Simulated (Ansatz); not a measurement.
# Si2W: the cost of one run

Program: Ansatz 0.2.0. Level of theory: DFT LDA, scalar-relativistic. These are calculated values, not measurements.

## 1. Starting point

It takes space group I4/mmm (No. 139, tetragonal). The conventional cell has a = 3.212 Å, b = 3.212 Å, c = 7.880 Å, α = 90.00°, β = 90.00°, γ = 90.00°. Si (site symmetry 4mm) has 5 Si at 2.62 to 2.63 Å and 5 W at 2.62 Å as nearest neighbours. W (site symmetry 4/mmm) is surrounded by 10 Si at 2.62 Å.

Structure file:

```
CELL_PARAMETERS angstrom
-1.60600 1.60600 3.94000
1.60600 -1.60600 3.94000
1.60600 1.60600 -3.94000
ATOMIC_POSITIONS crystal
Si 0.33300 0.33300 0.00000
Si 0.66700 0.66700 0.00000
W 0.00000 0.00000 0.00000
```

Atoms are numbered in the order of the input: Si1, Si2, W3.

## 2. Volume × 0.94, LAPW

Contents of input.yaml:

```yaml
crystal:
  lattice:
    - [-1.5732152906, 1.5732152906, 3.8595692683]
    - [1.5732152906, -1.5732152906, 3.8595692683]
    - [1.5732152906, 1.5732152906, -3.8595692683]
  atoms:
    - { symbol: Si, position: [0.333, 0.333, 0.0] }
    - { symbol: Si, position: [0.667, 0.667, 0.0] }
    - { symbol: W, position: [0.0, 0.0, 0.0] }
kpoints:
  mp_grid: { grid: [11, 11, 14] }
  band_path:
    path:
      - [0.0, 0.0, 0.0]
      - [0.0, 0.0, 0.5]
      - [0.25, 0.25, 0.25]
      - [0.0, 0.5, 0.0]
      - [0.0, 0.0, 0.0]
      - [0.5, 0.5, -0.5]
      - [0.2915373367, 0.7084626633, -0.2915373367]
      - [-0.2915373367, 0.2915373367, 0.2915373367]
      - [0.0, 0.0, 0.0]
    npoints: 5
scf:
  occupations: { method: fermi_dirac, width: 0.05 }
hamiltonian:
  xc: lda
  pseudopotentials: { kind: all_electron, lapw: { basis_error: 0.001 } }
output:
  forces: true
  stress: true
  eigenvalues: true
```

On the command line:

```
> ansatz run input.yaml --threads 1 --pin off --max-ram 6144MiB --backend cpu --events-out ev --progress --plain --runs-dir out
```

What time and memory should one allow on 1 thread of Arm Neoverse V2, shared host?

About 2.4 min, with a peak of 1.6 GiB.
